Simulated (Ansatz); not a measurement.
# PtBr2: the cost of one run

Method: DFT PBE, scalar-relativistic, plane waves, PAW, in Ansatz 0.2.0.

### Step 1. The system as given

It takes space group P6/mmm (No. 191, hexagonal). Conventional cell: a = 6.075 Å, b = 6.075 Å, c = 14.000 Å, α = 90.00°, β = 90.00°, γ = 120.00°. Around Pt (site symmetry 6/mmm) lie 6 Br at 3.51 Å. Br (site symmetry -6m2) has 3 Pt at 3.51 Å and 3 Br at 3.51 Å as nearest neighbours.

As a file:

```
CELL_PARAMETERS angstrom
6.07514 0.00000 0.00000
-3.03757 5.26123 0.00000
0.00000 0.00000 14.00000
ATOMIC_POSITIONS crystal
Pt 0.00000 0.00000 0.50000
Br 0.33333 0.66667 0.50000
Br 0.66667 0.33333 0.50000
```

A structure generator made this guess: random sheet by layer group and Wyckoff sites. Lengths come from tabulated atomic sizes and are only a guess.

Only a and b are periodic; c spans vacuum, so the box's volume, pressure and space group aren't properties of the sheet.

### Step 2. The guess as it stands, on a coarse mesh

Input file input.yaml:

```yaml
crystal:
  lattice:
    - [6.075142, 0.0, 0.0]
    - [-3.037571, 5.261228, 0.0]
    - [0.0, 0.0, 14.0]
  atoms:
    - { symbol: Pt, position: [0.0, 0.0, 0.5] }
    - { symbol: Br, position: [0.33333333, 0.66666667, 0.5] }
    - { symbol: Br, position: [0.66666667, 0.33333333, 0.5] }
  periodic: [true, true, false]
basis:
  ecutwfc: 420
kpoints:
  mp_grid: { grid: [3, 3, 1] }
hamiltonian:
  xc: pbe
scf:
  occupations: { method: gaussian, width: 0.1 }
  lower_state_search: "off"
output:
  forces: true
  stress: true
  eigenvalues: true
```

On the command line:

```console
$ ansatz run input.yaml --threads 1 --pin off --max-ram 2048MiB --backend cpu --events-out ev --progress --plain --runs-dir out
```

What time and memory should one allow on 1 thread of Arm Neoverse V1, shared host?

About 6.1 s, with a peak of 0.67 GiB.
